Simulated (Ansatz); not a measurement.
# InGa2N3: the cost of one run

Program: Ansatz 0.2.0. Level of theory: DFT PBE, scalar-relativistic, plane waves, PAW. These are calculated values, not measurements.

## Step 1: The system as given

The structure is hexagonal, space group P6/mmm (No. 191). Conventional cell: a = 4.906 Å, b = 4.906 Å, c = 5.136 Å, α = 90.00°, β = 90.00°, γ = 120.00°. In (site symmetry 6/mmm) has 12 N at 3.55 Å and 12 Ga at 3.82 Å as nearest neighbours. Ga (site symmetry -6m2) is surrounded by 3 N at 1.42 Å. N (site symmetry mmm) has 2 Ga at 1.42 Å as nearest neighbours.

As a file:

```cif
data_structure
_symmetry_space_group_name_H-M 'P6/mmm'
_symmetry_Int_Tables_number 191
_cell_length_a 4.9060
_cell_length_b 4.9060
_cell_length_c 5.1363
_cell_angle_alpha 90.000
_cell_angle_beta 90.000
_cell_angle_gamma 120.000
_cell_volume 107.06
loop_
_atom_site_label
_atom_site_type_symbol
_atom_site_symmetry_multiplicity
_atom_site_Wyckoff_symbol
_atom_site_fract_x
_atom_site_fract_y
_atom_site_fract_z
_atom_site_occupancy
In1 In 1 a 0.00000 0.00000 0.00000 1
Ga1 Ga 2 d 0.33333 0.66667 0.50000 1
N1 N 3 g 0.50000 0.00000 0.50000 1
```

Recipe of the guess: random cell by space group and Wyckoff sites (P6/mmm, No. 191). The dimensions are guesses.

## Step 2: The guess as it stands, on a coarse mesh

Input file input.yaml:

```yaml
crystal:
  lattice:
    - [4.90603189, 0.0, 0.0]
    - [-2.45301595, 4.24874825, 0.0]
    - [0.0, 0.0, 5.13628075]
  atoms:
    - { symbol: In, position: [0.0, 0.0, 0.0] }
    - { symbol: Ga, position: [0.33333333, 0.66666667, 0.5] }
    - { symbol: Ga, position: [0.66666667, 0.33333333, 0.5] }
    - { symbol: "N", position: [0.5, 0.0, 0.5] }
    - { symbol: "N", position: [0.0, 0.5, 0.5] }
    - { symbol: "N", position: [0.5, 0.5, 0.5] }
basis:
  ecutwfc: 420
kpoints:
  mp_grid: { grid: [6, 6, 4] }
hamiltonian:
  xc: pbe
scf:
  occupations: { method: gaussian, width: 0.1 }
  lower_state_search: "off"
output:
  forces: true
  stress: true
  eigenvalues: true
```

Run with:

```sh
> ansatz run input.yaml --threads 1 --pin off --max-ram 2560MiB --backend cpu --events-out ev --progress --plain --runs-dir out
```

**Question.** How long does this run take on 1 thread of Intel Xeon Platinum 8488C (Sapphire Rapids), shared host, and how much memory does it need?

About 3.5 s, with a peak of 0.46 GiB.
